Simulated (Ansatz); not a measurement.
# H4OSeSi: functionals against CCSD(T) at one geometry

An exercise on one series of results from a longer session: the logs are not shown, and one member is left open.

Program: Ansatz 0.2.0, Gaussian basis. Level of theory: single points in def2-TZVPP. These are calculated values, not measurements.

Cores are frozen in the correlated methods. Filled d shells of the heavier atoms are correlated.

## Where the work starts

SMILES `O[SiH2][SeH]`, 7 atoms, charge 0, spin multiplicity 1.

Atoms are counted from 1 here; the program's logs count them from 0.

Bond lengths: O1–Si2 1.630 Å, O1–H4 0.977 Å, Si2–Se3 2.291 Å, Si2–H5 1.451 Å, Si2–H6 1.455 Å, Se3–H7 1.396 Å. Angles: Si2–O1–H4 122.8°, O1–Si2–Se3 103.6°, O1–Si2–H5 112.3°, O1–Si2–H6 112.2°, Se3–Si2–H5 108.3°, Se3–Si2–H6 104.8°, H5–Si2–H6 114.6°, Si2–Se3–H7 94.5°.

Coordinates:

```xyz
7
charge 0, multiplicity 1
O    -1.14450   -0.58490   -0.51180
Si   -0.10200    0.52250    0.07380
Se    1.39360   -0.72730    1.27800
H    -1.90480   -0.34820   -1.07720
H     0.62170    1.20940   -0.97970
H    -0.72520    1.40010    1.05270
H     1.84740   -1.44890    0.17220
```

The first run:

Input file run/in.yaml:

```yaml
crystal:
  periodic: [false, false, false]
  atoms:
    - {symbol: O, position_ang: [-1.144500, -0.584900, -0.511800]}
    - {symbol: Si, position_ang: [-0.102000, 0.522500, 0.073800]}
    - {symbol: Se, position_ang: [1.393600, -0.727300, 1.278000]}
    - {symbol: H, position_ang: [-1.904800, -0.348200, -1.077200]}
    - {symbol: H, position_ang: [0.621700, 1.209400, -0.979700]}
    - {symbol: H, position_ang: [-0.725200, 1.400100, 1.052700]}
    - {symbol: H, position_ang: [1.847400, -1.448900, 0.172200]}
basis:
  gaussian: {orbitals: def2-TZVPP}
correlation: {method: ccsd_t}
output: {forces: true}
```

No record of the launch command was kept for these runs.

Steps of the session up to this table: CCSD(T)/def2-TZVPP; PBE0-D4/def2-TZVPP; wB97M-V/def2-TZVPP; r2SCAN-D4/def2-TZVPP; PBE-D4/def2-TZVPP; BLYP-D4/def2-TZVPP; HSE06-D4/def2-TZVPP.

One of the session's tables, all rows but one given; the rest of the session is left out.

```
   method  RMS force component (eV/Å)  angle to CCSD(T) forces (°)  dipole (D)
  CCSD(T)                       0.760                    reference        2.56
  PBE0-D4                           ?                            ?           ?
  wB97M-V                       0.759                          3.1        2.60
r2SCAN-D4                       0.773                          5.8        2.53
   PBE-D4                       0.833                         14.6        2.37
  BLYP-D4                       0.815                         17.3        2.38
 HSE06-D4                       0.802                          5.7        2.52
```

**Question.** Estimate the row for PBE0-D4.

As computed: RMS force component (eV/Å): 0.804; angle to CCSD(T) forces (°): 5.7; dipole (D): 2.53. In the column «RMS force component (eV/Å)» it lies between HSE06-D4 (0.802) and BLYP-D4 (0.815).
